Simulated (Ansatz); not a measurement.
# CH4AlBFGaO: up Jacob's ladder to CCSD(T)

How much do the methods differ for CH4AlBFGaO? The plan is to run it at one geometry with functionals of several rungs and with coupled cluster. The yardstick is the atomisation energy at the CCSD(T) limit.

Computed with Ansatz 0.2.0, Gaussian basis. Level: functionals in def2-TZVPP, the program's frozen cores in correlated methods.

The runs, in order: LDA (SPW92), PBE-D4, revPBE-D4, BLYP-D4, r2SCAN-D4, B97M-V, PBE0-D4, B3LYP-D4, r2SCANh-D4, r2SCAN0-D4, HSE06-D4, BHLYP-D4, CAM-B3LYP-D4, LC-ωPBE, ωB97X-V, ωB97M-V, B2PLYP, PBE-QIDH; CCSD(T)/def2-SVP; CCSD(T)/def2-TZVPP; MP2/def2-QZVPP; extrapolation to the limit; RPA on PBE.

## (1) The geometry

The geometry comes from an earlier relaxation with PBE0-D4 in a triple-zeta def2 set; it is a stationary point, not always the lowest conformer.

SMILES `[OH][Ga]1[BH][Al]([F])[CH2]1`, 10 atoms, charge 0, spin multiplicity 1.

Atoms are counted from 1 here; the program's logs count them from 0.

Bond lengths: O1–Ga2 1.777 Å, O1–H7 0.960 Å, Ga2–B3 2.003 Å, Ga2–C6 2.075 Å, B3–Al4 2.046 Å, B3–H8 1.208 Å, Al4–F5 1.649 Å, Al4–C6 1.953 Å, C6–H9 1.103 Å, C6–H10 1.088 Å. Angles: Ga2–O1–H7 113.4°, O1–Ga2–B3 154.1°, O1–Ga2–C6 124.8°, B3–Ga2–C6 81.0°, Ga2–B3–Al4 93.8°, Ga2–B3–H8 108.7°, Al4–B3–H8 113.3°, B3–Al4–F5 145.3°, B3–Al4–C6 82.9°, F5–Al4–C6 131.8°, Ga2–C6–Al4 94.4°, Ga2–C6–H9 95.1°, Ga2–C6–H10 120.0°, Al4–C6–H9 107.2°, Al4–C6–H10 125.5°, H9–C6–H10 109.9°.

Geometry (Å):

```xyz
10
charge 0, multiplicity 1
O    -2.61775   -0.87214    0.72607
Ga   -0.94093   -0.77594    0.14593
B     0.64804   -1.42401   -0.88645
Al    1.43286    0.45063   -1.11960
F     2.42867    1.39904   -2.02868
C     0.31975    0.84701    0.43523
H    -2.84898   -0.17369    1.34269
H     1.31243   -2.13352   -0.16955
H    -0.42044    1.60294    0.12165
H     0.68634    1.07970    1.43270
```

## (2) LDA

This LDA is Slater exchange with PW92 correlation.

in.yaml

```yaml
crystal:
  periodic: [false, false, false]
  atoms:
    - {symbol: O, position_ang: [-2.617750, -0.872137, 0.726074]}
    - {symbol: Ga, position_ang: [-0.940931, -0.775937, 0.145934]}
    - {symbol: B, position_ang: [0.648036, -1.424013, -0.886449]}
    - {symbol: Al, position_ang: [1.432863, 0.450630, -1.119596]}
    - {symbol: F, position_ang: [2.428670, 1.399042, -2.028681]}
    - {symbol: C, position_ang: [0.319748, 0.847008, 0.435231]}
    - {symbol: H, position_ang: [-2.848979, -0.173694, 1.342691]}
    - {symbol: H, position_ang: [1.312433, -2.133521, -0.169551]}
    - {symbol: H, position_ang: [-0.420442, 1.602936, 0.121650]}
    - {symbol: H, position_ang: [0.686342, 1.079696, 1.432696]}
basis:
  gaussian: {orbitals: def2-TZVPP}
hamiltonian: {xc: lda}
output: {orbitals: {seedname: orbitals}}
```

The run is started by

```bash
$ ansatz run in.yaml --threads 4 --pin off --events-out ev --progress --plain --max-ram 10444MiB
```

The runs that follow: PBE-D4 (GGA); revPBE-D4 (GGA); BLYP-D4 (GGA); r2SCAN-D4 (meta-GGA); B97M-V (meta-GGA); B3LYP-D4 (hybrid); r2SCANh-D4 (hybrid); r2SCAN0-D4 (hybrid); HSE06-D4 (hybrid); BHLYP-D4 (hybrid); CAM-B3LYP-D4 (range-separated); LC-ωPBE (range-separated); ωB97X-V (range-separated); ωB97M-V (range-separated); B2PLYP (double hybrid); PBE-QIDH (double hybrid); CCSD(T) in def2-SVP; CCSD(T) in def2-TZVPP; MP2 in def2-QZVPP; RPA on PBE orbitals.

**Question.** What will the summary of the whole plan be? Wanted: atomisation energy, CCSD(T)/CBS; farthest beyond LDA; mean size of error, GGA; mean size of error, meta-GGA; mean size of error, hybrid; mean size of error, range-separated; mean size of error, double hybrid; gap, smallest and largest; T1 diagnostic.

The runs gave:

```
                               quantity                                                                                                value
        atomisation energy, CCSD(T)/CBS                                                                                        3474.2 kJ/mol
 functionals within 34.7 kJ/mol (1.0 %)  r2SCAN-D4, B97M-V, PBE0-D4, r2SCANh-D4, HSE06-D4, CAM-B3LYP-D4, LC-ωPBE, ωB97X-V, ωB97M-V, PBE-QIDH
                    farthest beyond LDA                                                                             BHLYP-D4 (-169.3 kJ/mol)
                mean size of error, GGA                                                                                          52.1 kJ/mol
           mean size of error, meta-GGA                                                                                          19.0 kJ/mol
             mean size of error, hybrid                                                                                          52.4 kJ/mol
    mean size of error, range-separated                                                                                          13.9 kJ/mol
      mean size of error, double hybrid                                                                                          41.4 kJ/mol
              gap, smallest and largest                                                             2.29 eV (LDA (SPW92)), 9.06 eV (LC-ωPBE)
                          T1 diagnostic                                                                                               0.0168
triples share of the correlation energy                                                                                                4.0 %
```

LDA overbinds by 540.7 kJ/mol (16 %). PBE-D4 is off by +65.6 kJ/mol. Double hybrids carry the basis error of their MP2 part in triple zeta, and no dispersion term here, so their miss is partly the set-up's. The rungs range-separated, meta-GGA miss on average by less than the doubt on the reference (34.7 kJ/mol), so they tie. The reference freezes the cores and leaves out relativity and excitations past (T), and its outer-core shells are covered unevenly, so misses under about 34.7 kJ/mol can't be ranked. Hartree-Fock recovers 70 % of the binding; the rest is correlation. CCSD(T) in def2-SVP is off by -225.9 kJ/mol, so the small basis spoils what the method gains. The gap grows from 2.3 to 9.1 eV across the functionals, mostly with the share of exact exchange. Correlated methods include outer-core shells of Ga, which these sets cover unevenly.
